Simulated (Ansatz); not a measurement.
AlBrH₂OS, SMILES [OH][Al]([SH])[Br], an atomisation energy

Program: the Ansatz DFT code, driven from Python.

Input file `albrh2os.xyz`:
```text
6

O     0.27530    1.20140   -1.30910
Al   -0.25090   -0.26150   -0.38610
S     1.28030   -1.38570    0.79680
Br   -2.42410   -0.99940   -0.41130
H     0.10060    1.98040   -0.69480
H     1.06090   -0.59920    1.95840
```

Run as a notebook:

**Cell 1**
```python
from collections import Counter

import ansatz as az
```

**Cell 2**
```python
def single_point(molecule, charge=0, unpaired=0):
    calc = (
        molecule.calculation()
        .basis(gaussian="def2-TZVP")
        .functional("HF")
    )
    if charge:
        calc = calc.charge(charge)
    if unpaired:
        calc = calc.spin("collinear", total=unpaired)
    report = calc.run(threads=1, backend="cpu").report
    if report["published_state_doubts"]:
        print("  doubts:", report["published_state_doubts"])
    return report["free_energy_ev"]
```

**Cell 3**
```python
molecule = az.Crystal.molecule_from_extxyz("albrh2os.xyz")
```

**Cell 4**
```python
# Hund ground states
unpaired = {"O": 2, "Al": 1, "S": 2, "Br": 1, "H": 1}
counts = Counter(site.symbol for site in molecule.cartesian_sites)
atom_energy = {s: single_point(az.Crystal.molecule().atom(s, (0, 0, 0)), 0, unpaired[s]) for s in counts}
whole = single_point(molecule, 0, 0)
for s, e in atom_energy.items():
    print(f"{s:2s} x{counts[s]}  {e:14.5f} eV")
print(f"AlBrH2OS: {whole:.5f} eV")
split = sum(counts[s] * e for s, e in atom_energy.items()) - whole
print(f"atomisation energy (no zero-point term): {split:.3f} eV, {split / sum(counts.values()):.3f} eV an atom")
```
Output:
```text
O  x1     -2035.83685 eV
Al x1     -6581.73628 eV
S  x1    -10816.57914 eV
Br x1    -69998.51831 eV
H  x2       -13.60052 eV
AlBrH2OS: -89473.79896 eV
atomisation energy (no zero-point term): 13.927 eV, 2.321 eV an atom
```

13.927 eV from the electronic energies, without the zero-point term.

Caveats:
- Total energies depend on the basis set; only differences at equal settings carry meaning.
- The geometry is a force-field or estimated start, not a minimum of this method, and the basis set is short of its limit. All parts are taken at fixed geometry, without zero-point energy.
- Hartree-Fock leaves correlation out, so bond, atomisation and ionisation energies come out well too low.
- The spin-orbit lowering of heavy atoms is left out.
- The whole script took 3.6 s on 1 thread of AMD EPYC 7B13 (Zen 3), on a shared host, peak memory 0.4 GiB.
